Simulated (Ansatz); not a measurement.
# CH2BNS: vertical ionisation energy

The task here is to estimate one member of a computed series from the others.

Computed with Ansatz 0.2.0, Gaussian basis. Level: unrestricted cation, the program's frozen cores in correlated methods.

The runs, in order: UKS PBE-D4/def2-TZVPP; UKS r2SCAN-D4/def2-TZVPP; UKS PBE0-D4/def2-TZVPP; UKS B3LYP-D4/def2-TZVPP; UKS wB97X-V/def2-TZVPP; UKS wB97M-V/def2-TZVPP; UKS B2PLYP/def2-TZVPP; UHF-CCSD(T)/def2-TZVPP; UHF-MP2/def2-QZVPP; extrapolation to the limit; then −ε(HOMO) from the neutral's earlier runs with LDA (SPW92), PBE-D4, revPBE-D4, BLYP-D4, r2SCAN-D4, B97M-V, PBE0-D4, B3LYP-D4, r2SCANh-D4, r2SCAN0-D4, HSE06-D4, BHLYP-D4, CAM-B3LYP-D4, LC-ωPBE, ωB97X-V, ωB97M-V.

## Structure used throughout

An earlier PBE0-D4 in a triple-zeta def2 set relaxation fixed the geometry.

SMILES `S=C1BN1`, 6 atoms, charge 0, spin multiplicity 1.

Atoms are counted from 1 here; the program's logs count them from 0.

Bond lengths: S1–C2 1.608 Å, C2–B3 1.516 Å, C2–N4 1.373 Å, B3–N4 1.382 Å, B3–H5 1.181 Å, N4–H6 1.012 Å. Angles: S1–C2–B3 164.8°, S1–C2–N4 138.2°, B3–C2–N4 56.9°, C2–B3–N4 56.3°, C2–B3–H5 160.7°, N4–B3–H5 142.9°, C2–N4–B3 66.8°, C2–N4–H6 136.5°, B3–N4–H6 156.7°.

Geometry (Å):

```mol
CH2BNS
  3D, bonds by distance, orders not assigned

  6  6  0  0  0  0  0  0  0  0999 V2000
   -0.2660   -1.9939    1.2359 S   0  0
    0.0346   -0.7145    0.3095 C   0  0
    0.5940    0.2479   -0.7199 B   0  0
   -0.4332    0.5666    0.1487 N   0  0
    1.2574    0.6825   -1.5944 H   0  0
   -1.1448    1.1473    0.5741 H   0  0
  1  2  8  0
  2  3  8  0
  3  4  8  0
  3  5  8  0
  4  6  8  0
  2  4  8  0
M  END
```

The first run:

File in.yaml:

```yaml
crystal:
  periodic: [false, false, false]
  atoms:
    - {symbol: S, position_ang: [-0.265991, -1.993892, 1.235944]}
    - {symbol: C, position_ang: [0.034636, -0.714539, 0.309482]}
    - {symbol: B, position_ang: [0.594041, 0.247866, -0.719851]}
    - {symbol: N, position_ang: [-0.433222, 0.566633, 0.148666]}
    - {symbol: H, position_ang: [1.257403, 0.682516, -1.594391]}
    - {symbol: H, position_ang: [-1.144767, 1.147315, 0.574051]}
basis:
  gaussian: {orbitals: def2-TZVPP}
total_charge: 1
magnetization: {spin_polarized: true, initial_magnetization: 1}
hamiltonian: {xc: pbe, dispersion: d4}
```

Run with:

```
> ansatz run in.yaml --threads 2 --pin off --events-out ev --progress --plain --max-ram 4352MiB
```

Among the steps run: Cation, UKS PBE-D4/def2-TZVPP; Cation, UKS r2SCAN-D4/def2-TZVPP; Cation, UKS PBE0-D4/def2-TZVPP; Cation, UKS B3LYP-D4/def2-TZVPP; Cation, UKS wB97X-V/def2-TZVPP; Cation, UKS wB97M-V/def2-TZVPP; Cation, UKS B2PLYP (frozen core)/def2-TZVPP; Cation, UHF-CCSD(T)/def2-TZVPP; Cation, UHF-MP2/def2-QZVPP.

One of the session's tables, all rows but one given; the rest of the session is left out.

It belongs to the step «Ionisation energies side by side». Orbital estimates, from the neutral's runs:

```
  functional  −ε(HOMO) (eV)
 LDA (SPW92)           5.10
      PBE-D4           4.96
   revPBE-D4           4.91
     BLYP-D4           4.80
   r2SCAN-D4           5.16
      B97M-V           5.20
     PBE0-D4           6.11
    B3LYP-D4           5.87
  r2SCANh-D4           5.59
  r2SCAN0-D4           6.24
    HSE06-D4           5.71
    BHLYP-D4           7.11
CAM-B3LYP-D4              ?
     LC-ωPBE           8.75
     ωB97X-V           8.38
     ωB97M-V           8.23
```

Estimate the missing values for CAM-B3LYP-D4.

The run gave: −ε(HOMO) (eV): 7.39. In the column «−ε(HOMO) (eV)» it lies between BHLYP-D4 (7.11) and ωB97M-V (8.23).
